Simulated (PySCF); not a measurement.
# Tc: interval between two levels with spin-orbit coupling

Each state of technetium is computed at each level; their differences give the interval between two levels. How far do the methods differ?

Method: two-component X2C-1e, generalised determinants. Code: PySCF 2.14.0.

## (1) What is computed

- Element: technetium (Z = 43)
- Basis: x2c-TZVPall-2c with one added diffuse shell each of s, p, d type (9s10p8d1f, 86 functions)
- Hamiltonian: two-component X2C-1e, Gaussian nucleus, no Breit or QED terms; spin-orbit coupling, run by run: off; screened by Boettger's factors
- Core shells frozen in the correlated runs: [Ar] 3d10 (for Tc)
- State 1: Tc 4d5 5s2 6S5/2: [Kr] 4d5 5s2; 4d5/2 filled at m_j = -3/2, -1/2, +1/2, +3/2, +5/2
- State 2: Tc 4d5 5s1 5p1 8P9/2: [Kr] 4d5 5s1 5p1; 4d5/2 filled at m_j = -3/2, -1/2, +1/2, +3/2, +5/2; 5s1/2 filled at m_j = +1/2; 5p3/2 filled at m_j = +3/2
- Methods: GHF, GMP2

The outer shells:

Tc [Kr] 4d5 5s2
```
[Kr] core
4d [↑ ][↑ ][↑ ][↑ ][↑ ]
5s [↑↓]
```

Tc [Kr] 4d5 5s1 5p1
```
[Kr] core
4d [↑ ][↑ ][↑ ][↑ ][↑ ]
5s [↑ ]
5p [↑ ][  ][  ]
```

A driver program built on PySCF's X2C-1e integrals ran all steps in one process from the settings above; there is no separate input file.

It was started by

```
$ OMP_NUM_THREADS=1 python sorun2.py TASK.json OUT
```

The integrals over 86 functions and the set-up took 2.6 s of CPU time.

## (2) Tc 4d5 5s2 6S5/2, method by method

Level: GHF (spin-free).

Output:

```text
cycle= 1 E= -4282.7142158606  delta_E= -4.28e+03  |FDS-SDF|= 0.0485
cycle= 2 E= -4282.7638848241  delta_E= -0.0497  |FDS-SDF|= 0.0209
cycle= 3 E= -4282.7727917064  delta_E= -0.00891  |FDS-SDF|= 0.00545
cycle= 4 E= -4282.7737570450  delta_E= -0.000965  |FDS-SDF|= 0.00145
cycle= 5 E= -4282.7739753485  delta_E= -0.000218  |FDS-SDF|= 0.00036
cycle= 6 E= -4282.7740172780  delta_E= -4.19e-05  |FDS-SDF|= 8.46e-05
cycle= 7 E= -4282.7740222912  delta_E= -5.01e-06  |FDS-SDF|= 3.02e-05
cycle= 8 E= -4282.7740224729  delta_E= -1.82e-07  |FDS-SDF|= 2.98e-06
cycle= 9 E= -4282.7740224743  delta_E= -1.42e-09  |FDS-SDF|= 3.09e-07
```

It took 2.7 s on 1 thread of Neoverse-V2, shared host, the integrals not counted.

Occupied spinors (without spin-orbit coupling the j labels only name the start):

```
spinor shell  electrons  mean energy (eV)  weight of the nominal j  rms radius (bohr)
       1s1/2          2          -21160.0                    1.000             0.0394
       2s1/2          2           -3096.6                    1.000              0.162
       2p1/2          2           -2764.7                    0.667              0.144
       2p3/2          4           -2764.7                    0.833              0.144
       3s1/2          2           -572.84                    1.000              0.442
       3p1/2          2           -460.93                    0.667              0.446
       3p3/2          4           -460.93                    0.833              0.446
       3d5/2          6           -279.98                    0.800              0.435
       3d3/2          4           -279.98                    0.700              0.435
       4s1/2          2           -89.886                    1.000               1.13
       4p1/2          2           -56.269                    0.667               1.27
       4p3/2          4           -56.269                    0.833               1.27
       4d5/2          5           -14.191                    0.600               1.80
       5s1/2          2            -6.660                    1.000               3.88
```

M_J = 5/2, ⟨J²⟩ = 8.793, ⟨L²⟩ = 0.000, ⟨S²⟩ = 8.793.

Level: GMP2 (spin-free).

The driver printed no log here.

It took 1 s on 1 thread of Neoverse-V2, shared host, the integrals not counted.

With 15 electrons correlated and 6 very high virtual spinors dropped, the MP2 correlation energy is -0.34119 hartree. Largest pairs: 4d5/2-4p3/2 -0.0784, 4d5/2-4d5/2 -0.0473, 4d5/2-4p1/2 -0.0392, 4d5/2-5s1/2 -0.0321, 4p1/2-4p3/2 -0.0310.

Level: GHF (screened spin-orbit).

Output:

```text
cycle= 1 E= -4283.2665842995  delta_E= -4.28e+03  |FDS-SDF|= 0.0497
cycle= 2 E= -4283.3176596086  delta_E= -0.0511  |FDS-SDF|= 0.0208
cycle= 3 E= -4283.3265824823  delta_E= -0.00892  |FDS-SDF|= 0.00593
cycle= 4 E= -4283.3276481775  delta_E= -0.00107  |FDS-SDF|= 0.00186
cycle= 5 E= -4283.3279399826  delta_E= -0.000292  |FDS-SDF|= 0.000974
cycle= 6 E= -4283.3280550938  delta_E= -0.000115  |FDS-SDF|= 0.000569
cycle= 7 E= -4283.3280832184  delta_E= -2.81e-05  |FDS-SDF|= 0.000207
cycle= 8 E= -4283.3280936854  delta_E= -1.05e-05  |FDS-SDF|= 5.11e-05
cycle= 9 E= -4283.3280951332  delta_E= -1.45e-06  |FDS-SDF|= 1.86e-05
cycle= 10 E= -4283.3280951944  delta_E= -6.12e-08  |FDS-SDF|= 7.05e-06
cycle= 11 E= -4283.3280951986  delta_E= -4.21e-09  |FDS-SDF|= 5.06e-06
```

Time after the integrals: 3.1 s (1 thread of Neoverse-V2, shared host).

The outer occupied spinors:

```
spinor shell  electrons  mean energy (eV)  weight of the nominal j  rms radius (bohr)
       3p3/2          4           -454.25                    1.000              0.450
       3d3/2          4           -282.48                    0.965              0.433
       3d5/2          6           -278.24                    0.977              0.437
       4s1/2          2           -89.869                    1.000               1.13
       4p1/2          2           -61.842                    0.658               1.26
       4p3/2          4           -53.544                    0.829               1.27
       4d5/2          5           -14.187                    0.576               1.80
       5s1/2          2            -6.660                    1.000               3.88
```

M_J = 5/2, ⟨J²⟩ = 8.793, ⟨L²⟩ = 0.018, ⟨S²⟩ = 8.782. Rows whose weight is well below 1 mix j = l ± 1/2: exchange competes with spin-orbit coupling there.

Level: GMP2 (screened spin-orbit).

This step left no log, only its results.

Time after the integrals: 0.73 s (1 thread of Neoverse-V2, shared host).

With 15 electrons correlated and 6 very high virtual spinors dropped, the MP2 correlation energy is -0.34136 hartree. Largest pairs: 4d5/2-4p3/2 -0.1026, 4d5/2-4d5/2 -0.0474, 4p3/2-4p3/2 -0.0351, 4d5/2-5s1/2 -0.0321, 4p1/2-4p3/2 -0.0294.

## (3) Tc 4d5 5s1 5p1 8P9/2: the ladder of methods

Level: GHF (spin-free).

Output:

```text
cycle= 1 E= -4282.5942185129  delta_E= -4.28e+03  |FDS-SDF|= 0.0556
cycle= 2 E= -4282.7228762914  delta_E= -0.129  |FDS-SDF|= 0.0261
cycle= 3 E= -4282.7396084787  delta_E= -0.0167  |FDS-SDF|= 0.00529
cycle= 4 E= -4282.7421117616  delta_E= -0.0025  |FDS-SDF|= 0.00161
cycle= 5 E= -4282.7429290701  delta_E= -0.000817  |FDS-SDF|= 0.000643
cycle= 6 E= -4282.7430543150  delta_E= -0.000125  |FDS-SDF|= 0.000137
cycle= 7 E= -4282.7430567773  delta_E= -2.46e-06  |FDS-SDF|= 3.61e-05
cycle= 8 E= -4282.7430569698  delta_E= -1.93e-07  |FDS-SDF|= 6.71e-06
cycle= 9 E= -4282.7430569765  delta_E= -6.74e-09  |FDS-SDF|= 9.08e-07
cycle= 10 E= -4282.7430569767  delta_E= -1.31e-10  |FDS-SDF|= 1.49e-07
```

It took 2.9 s on 1 thread of Neoverse-V2, shared host, the integrals not counted.

Occupied spinors (without spin-orbit coupling the j labels only name the start):

```
spinor shell  electrons  mean energy (eV)  weight of the nominal j  rms radius (bohr)
       1s1/2          2          -21160.9                    1.000             0.0394
       2s1/2          2           -3097.6                    1.000              0.162
       2p3/2          4           -2765.7                    0.833              0.144
       2p1/2          2           -2765.7                    0.667              0.144
       3s1/2          2           -573.82                    1.000              0.442
       3p3/2          4           -461.95                    0.833              0.446
       3p1/2          2           -461.91                    0.667              0.446
       3d5/2          6           -280.98                    0.800              0.435
       3d3/2          4           -280.98                    0.700              0.435
       4s1/2          2           -90.803                    1.000               1.13
       4p3/2          4           -57.255                    0.833               1.26
       4p1/2          2           -57.169                    0.667               1.26
       4d5/2          5           -15.187                    0.600               1.82
       5s1/2          1            -9.514                    0.999               3.51
       5p3/2          1            -4.869                    1.000               4.71
```

M_J = 9/2, ⟨J²⟩ = 24.760, ⟨L²⟩ = 2.008, ⟨S²⟩ = 15.752.

Level: GMP2 (spin-free).

The driver printed no log here.

It took 0.74 s on 1 thread of Neoverse-V2, shared host, the integrals not counted.

With 15 electrons correlated and 6 very high virtual spinors dropped, the MP2 correlation energy is -0.30763 hartree. Largest pairs: 4d5/2-4p3/2 -0.0777, 4d5/2-4d5/2 -0.0470, 4d5/2-4p1/2 -0.0390, 4p1/2-4p3/2 -0.0310, 4p3/2-4p3/2 -0.0289.

Level: GHF (screened spin-orbit).

Output:

```text
cycle= 1 E= -4283.1464014364  delta_E= -4.28e+03  |FDS-SDF|= 0.0567
cycle= 2 E= -4283.2747993463  delta_E= -0.128  |FDS-SDF|= 0.0258
cycle= 3 E= -4283.2914272862  delta_E= -0.0166  |FDS-SDF|= 0.00571
cycle= 4 E= -4283.2940121613  delta_E= -0.00258  |FDS-SDF|= 0.00201
cycle= 5 E= -4283.2949049793  delta_E= -0.000893  |FDS-SDF|= 0.00108
cycle= 6 E= -4283.2950820455  delta_E= -0.000177  |FDS-SDF|= 0.00056
cycle= 7 E= -4283.2951079822  delta_E= -2.59e-05  |FDS-SDF|= 0.000301
cycle= 8 E= -4283.2951197996  delta_E= -1.18e-05  |FDS-SDF|= 7.14e-05
cycle= 9 E= -4283.2951205733  delta_E= -7.74e-07  |FDS-SDF|= 1.87e-05
cycle= 10 E= -4283.2951206265  delta_E= -5.32e-08  |FDS-SDF|= 2.95e-06
cycle= 11 E= -4283.2951206276  delta_E= -1.09e-09  |FDS-SDF|= 5.34e-07
```

Time after the integrals: 3.1 s (1 thread of Neoverse-V2, shared host).

The outer occupied spinors:

```
spinor shell  electrons  mean energy (eV)  weight of the nominal j  rms radius (bohr)
       3d3/2          4           -283.52                    0.964              0.433
       3d5/2          6           -279.28                    0.976              0.437
       4s1/2          2           -90.832                    1.000               1.13
       4p1/2          2           -62.890                    0.655               1.26
       4p3/2          4           -54.526                    0.827               1.26
       4d5/2          5           -15.228                    0.578               1.82
       5s1/2          1            -9.528                    0.999               3.51
       5p3/2          1            -4.812                    1.000               4.75
```

M_J = 9/2, ⟨J²⟩ = 24.760, ⟨L²⟩ = 2.032, ⟨S²⟩ = 15.736. Rows whose weight is well below 1 mix j = l ± 1/2: exchange competes with spin-orbit coupling there.

Level: GMP2 (screened spin-orbit).

The driver printed no log here.

Time after the integrals: 0.74 s (1 thread of Neoverse-V2, shared host).

With 15 electrons correlated and 6 very high virtual spinors dropped, the MP2 correlation energy is -0.30766 hartree. Largest pairs: 4d5/2-4p3/2 -0.1018, 4d5/2-4d5/2 -0.0471, 4p3/2-4p3/2 -0.0351, 4p1/2-4p3/2 -0.0295, 4p3/2-4s1/2 -0.0156.

## (4) Differences of total energies

Interval between two levels: Tc [Kr] 4d5 5s2 [4d5/2^5, M_J = 5/2] → Tc [Kr] 4d5 5s1 5p1 [4d5/2^5 5s1/2^1 5p3/2^1, M_J = 9/2].

```
                    method  value (eV)  error (eV)  CPU time, both states (s)
           GHF (spin-free)       0.843      -1.330                        5.5
          GMP2 (spin-free)       1.756      -0.417                        7.3
 GHF (screened spin-orbit)       0.897      -1.275                        6.2
GMP2 (screened spin-orbit)       1.814      -0.358                        7.6
```

Reference: 2.173 eV (measured; NIST Handbook of Basic Atomic Spectroscopic Data (Sansonetti and Martin, J. Phys. Chem. Ref. Data 34, 1559 (2005))). The spin-free rows have the spin-orbit operator switched off.

Times are CPU seconds on a shared host without the integrals; correlated rows include their Hartree-Fock run.

## (5) Outcome

| quantity | value |
| --- | --- |
| interval between two levels, Tc → 4d5 5s1 5p1 8P9/2 | GHF (spin-free) 0.843, GMP2 (screened spin-orbit) 1.814 eV; reference 2.173 |

Each level's miss and price (over 1 difference):

```
                    method  mean absolute miss against the measured value (with the measured fine structure taken into account where it is known) (eV)  CPU time, both states (s)
           GHF (spin-free)                                                                                                                       1.330                        5.5
          GMP2 (spin-free)                                                                                                                       0.417                        7.3
 GHF (screened spin-orbit)                                                                                                                       1.275                        6.2
GMP2 (screened spin-orbit)                                                                                                                       0.358                        7.6
```

What this shows: GMP2 (screened spin-orbit) lands nearest to the measured value (off by 0.36 eV); GHF (spin-free) misses by most (1.33 eV). Spin-orbit coupling moves the difference by +0.058 eV at GMP2. The basis is finite, and no extrapolation was made.
